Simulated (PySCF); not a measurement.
# C7H4F2O: magnetic properties

What do calculations give for the magnetic properties of C7H4F2O (`O=C[C@@]12[C@H]3[C@H]4[C@@H]1[C@]2(F)[C@]43F`)?

Programs: PySCF 2.14.0, with routines of our own; each step states its level. All values are computed. Atoms count from 0.

## (1) The starting structure

14 atoms, charge 0, multiplicity 1; geometry from: GFN2-xTB.

## (2) Magnetic properties: GIAO CAM-B3LYP/pcSseg-1

Job settings and geometry (Å):

```
{"job": {"kind": "mag", "xc": "CAM-B3LYP", "basis": "pcSseg-1", "isotopologues": 0}, "charge": 0, "multiplicity": 1}
O      3.013042     0.264243     0.181529
C      2.083580    -0.497984     0.184453
C      0.687546    -0.126437     0.028460
C     -0.042750     1.214650    -0.194850
C     -1.154737     0.488734    -0.930510
C     -0.450993    -0.863157    -0.696838
C     -0.537213    -0.660704     0.774315
F     -0.574073    -1.544280     1.772815
C     -1.237472     0.699343     0.556955
F     -2.146849     1.345438     1.293771
H      2.219953    -1.590716     0.316464
H      0.338875     2.211170    -0.305653
H     -1.799840     0.820587    -1.720610
H     -0.399749    -1.761359    -1.282466
```

Method: GIAO CAM-B3LYP/pcSseg-1 magnetisability, rotational g tensor and spin-rotation constants, non-relativistic, gas phase.

Command:

```bash
OMP_NUM_THREADS=1 python excited_run.py task.json out
```

The driver reads the jobs from task.json and runs them one after another.

The log of the run:

```text
coarse grid: 13344 points
cycle   1  E = -543.2613999795  dE =  2.828e+00  |g| = 1.059e+00  |ddm| = 3.830e+00
cycle   2  E = -542.8983239798  dE =  3.631e-01  |g| = 1.802e+00  |ddm| = 3.067e+00
cycle   3  E = -543.4791839346  dE = -5.809e-01  |g| = 1.392e-01  |ddm| = 2.251e+00
cycle   4  E = -543.4815054642  dE = -2.322e-03  |g| = 1.005e-01  |ddm| = 1.728e-01
cycle   5  E = -543.4832610211  dE = -1.756e-03  |g| = 1.536e-02  |ddm| = 9.171e-02
cycle   6  E = -543.4833137983  dE = -5.278e-05  |g| = 6.901e-03  |ddm| = 2.966e-02
cycle   7  E = -543.4833253816  dE = -1.158e-05  |g| = 2.069e-03  |ddm| = 1.047e-02
cycle   8  E = -543.4833270057  dE = -1.624e-06  |g| = 6.986e-04  |ddm| = 6.078e-03
final grid: 134360 points
cycle   9  E = -543.5829185610  dE = -4.302e-05  |g| = 5.568e-03  |ddm| = 4.110e-02
cycle  10  E = -543.5829142125  dE =  4.348e-06  |g| = 7.839e-03  |ddm| = 1.537e-02
cycle  11  E = -543.5829245512  dE = -1.034e-05  |g| = 6.579e-04  |ddm| = 6.871e-03
cycle  12  E = -543.5829246114  dE = -6.024e-08  |g| = 3.677e-04  |ddm| = 8.325e-04
cycle  13  E = -543.5829246339  dE = -2.254e-08  |g| = 1.291e-04  |ddm| = 5.128e-04
cycle  14  E = -543.5829246370  dE = -3.072e-09  |g| = 1.625e-05  |ddm| = 1.340e-04
cycle  15  E = -543.5829246371  dE = -8.868e-11  |g| = 7.304e-06  |ddm| = 4.574e-05
converged SCF energy = -543.5829246371

Magnetisability tensor (1e-30 J/T^2)
     -997.55      278.68      -49.05
      278.68    -1245.32       45.17
      -49.05       45.17    -1038.96
isotropic -1093.94   principal values   -1436.91  -1029.72   -815.20
isotropic susceptibility -65.879 1e-6 cm^3/mol

Inertial axes            a          b          c
rot. const./GHz      2.2821     1.1535     0.9928
chi total           -66.208    -70.989    -60.440
chi diamagnetic    -592.561  -1058.591  -1203.210
chi paramagnetic    526.353    987.602   1142.771
quadrupole/D A      -12.456      4.839      7.617
g nuclear            0.5330     0.5164     0.5112
g electronic        -0.5643    -0.5352    -0.5330
g total             -0.0314    -0.0188    -0.0219

Spin-rotation constants (kHz, H = +C I.J)
atom  isotope        aa         bb         cc
  7    19F        0.442      0.680      0.700
  9    19F        1.500     -0.185      0.795
 10     1H       -0.144      0.064     -0.060
 11     1H       -0.238      0.011     -0.085
 12     1H       -0.195     -0.078     -0.039
 13     1H       -0.253     -0.126      0.036
  0    17O*      -1.835     -0.826     -0.295
  1    13C*       1.080      0.547      0.289
  2    13C*       0.463      0.201      0.217
  3    13C*       0.403      0.185      0.180
  4    13C*       0.317      0.152      0.211
  5    13C*       0.371      0.167      0.239
  6    13C*       0.694      0.269      0.294
  8    13C*       0.545      0.335      0.267
* in the singly substituted isotopologue
```

Run time: 46 s. Hardware: 1 thread of Arm Neoverse V1, shared host; peak memory 0.95 GiB.

Key values:

| quantity | value |
| --- | --- |
| magnetisability | -1094·10⁻³⁰ J/T² |
| molar susceptibility | -65.9·10⁻⁶ cm³/mol |
| rotational g (a, b, c) | -0.0314, -0.0188, -0.0219 |

## (3) Magnetic properties: GIAO wB97X-D/cc-pVDZ

Settings changed since step 2:

```diff
@@ -1,2 +1,2 @@
-{"job": {"kind": "mag", "xc": "CAM-B3LYP", "basis": "pcSseg-1", "isotopologues": 0}, "charge": 0, "multiplicity": 1}
+{"job": {"kind": "mag", "xc": "wB97X-D", "basis": "cc-pVDZ"}, "charge": 0, "multiplicity": 1}
 O      3.013042     0.264243     0.181529
```

With the program's defaults for keys left out, this is: GIAO wB97X-D/cc-pVDZ magnetisability, rotational g tensor and spin-rotation constants, non-relativistic, gas phase.

The log of the run:

```text
coarse grid: 13344 points
cycle   1  E = -543.4609618316  dE =  2.982e+00  |g| = 1.076e+00  |ddm| = 7.374e+00
cycle   2  E = -543.1824206134  dE =  2.785e-01  |g| = 1.672e+00  |ddm| = 3.604e+00
cycle   3  E = -543.6991868704  dE = -5.168e-01  |g| = 1.180e-01  |ddm| = 2.179e+00
cycle   4  E = -543.7012399448  dE = -2.053e-03  |g| = 8.450e-02  |ddm| = 2.549e-01
cycle   5  E = -543.7026157873  dE = -1.376e-03  |g| = 1.394e-02  |ddm| = 1.215e-01
cycle   6  E = -543.7026816724  dE = -6.589e-05  |g| = 6.044e-03  |ddm| = 3.863e-02
cycle   7  E = -543.7026940459  dE = -1.237e-05  |g| = 2.036e-03  |ddm| = 1.516e-02
cycle   8  E = -543.7026962831  dE = -2.237e-06  |g| = 6.322e-04  |ddm| = 7.748e-03
final grid: 134360 points
cycle   9  E = -543.7108984574  dE = -1.874e-04  |g| = 9.687e-03  |ddm| = 1.398e-01
cycle  10  E = -543.7108959447  dE =  2.513e-06  |g| = 1.153e-02  |ddm| = 3.328e-02
cycle  11  E = -543.7109184307  dE = -2.249e-05  |g| = 6.187e-04  |ddm| = 1.439e-02
cycle  12  E = -543.7109185700  dE = -1.393e-07  |g| = 4.107e-04  |ddm| = 2.500e-03
cycle  13  E = -543.7109186057  dE = -3.575e-08  |g| = 1.378e-04  |ddm| = 8.374e-04
cycle  14  E = -543.7109186103  dE = -4.613e-09  |g| = 5.380e-05  |ddm| = 2.712e-04
cycle  15  E = -543.7109186111  dE = -8.288e-10  |g| = 1.913e-05  |ddm| = 1.431e-04
converged SCF energy = -543.7109186111

Magnetisability tensor (1e-30 J/T^2)
     -981.13      279.79      -50.03
      279.79    -1235.36       46.15
      -50.03       46.15    -1024.14
isotropic -1080.21   principal values   -1426.36  -1014.67   -799.60
isotropic susceptibility -65.052 1e-6 cm^3/mol

Inertial axes            a          b          c
rot. const./GHz      2.2821     1.1535     0.9928
chi total           -65.242    -70.337    -59.577
chi diamagnetic    -590.183  -1055.573  -1199.928
chi paramagnetic    524.941    985.236   1140.351
quadrupole/D A      -11.582      4.626      6.955
g nuclear            0.5330     0.5164     0.5112
g electronic        -0.5628    -0.5339    -0.5319
g total             -0.0298    -0.0175    -0.0207

Spin-rotation constants (kHz, H = +C I.J)
atom  isotope        aa         bb         cc
  7    19F        0.401      0.630      0.659
  9    19F        1.384     -0.181      0.734
 10     1H       -0.145      0.064     -0.060
 11     1H       -0.242      0.009     -0.086
 12     1H       -0.197     -0.079     -0.041
 13     1H       -0.256     -0.127      0.036
  0    17O*      -1.673     -0.763     -0.267
  1    13C*       0.979      0.493      0.255
  2    13C*       0.414      0.178      0.195
  3    13C*       0.350      0.160      0.154
  4    13C*       0.271      0.129      0.185
  5    13C*       0.316      0.145      0.213
  6    13C*       0.610      0.242      0.261
  8    13C*       0.487      0.291      0.237
* in the singly substituted isotopologue
```

It took 36 s on 1 thread of Arm Neoverse V1, shared host; peak memory 0.82 GiB.

In short:

| quantity | value |
| --- | --- |
| magnetisability | -1080·10⁻³⁰ J/T² |
| molar susceptibility | -65.1·10⁻⁶ cm³/mol |
| rotational g (a, b, c) | -0.0298, -0.0175, -0.0207 |

## (4) Magnetic properties side by side

```csv
level,ξ (10⁻³⁰ J/T²),g(a),g(b),gap (eV),functions,time
GIAO CAM-B3LYP/pcSseg-1,-1094,-0.0314,-0.0188,8.80,190,46 s
GIAO wB97X-D/cc-pVDZ,-1080,-0.0298,-0.0175,9.93,160,36 s
```

## (5) What came out

| quantity | value |
| --- | --- |
| magnetisability (step 2, GIAO CAM-B3LYP/pcSseg-1) | -1094·10⁻³⁰ J/T² |
| molar susceptibility (step 2, GIAO CAM-B3LYP/pcSseg-1) | -65.9·10⁻⁶ cm³/mol |
| rotational g (a, b, c) (step 2, GIAO CAM-B3LYP/pcSseg-1) | -0.0314, -0.0188, -0.0219 |
| magnetisability over the levels | -1094 to -1080·10⁻³⁰ J/T² |

What this shows: The magnetisability spreads by 1.3 % over 2 levels of like cost. Two levels can agree by chance, so this spread shows no convergence. Vibrational averaging and real surroundings are missing from these values.
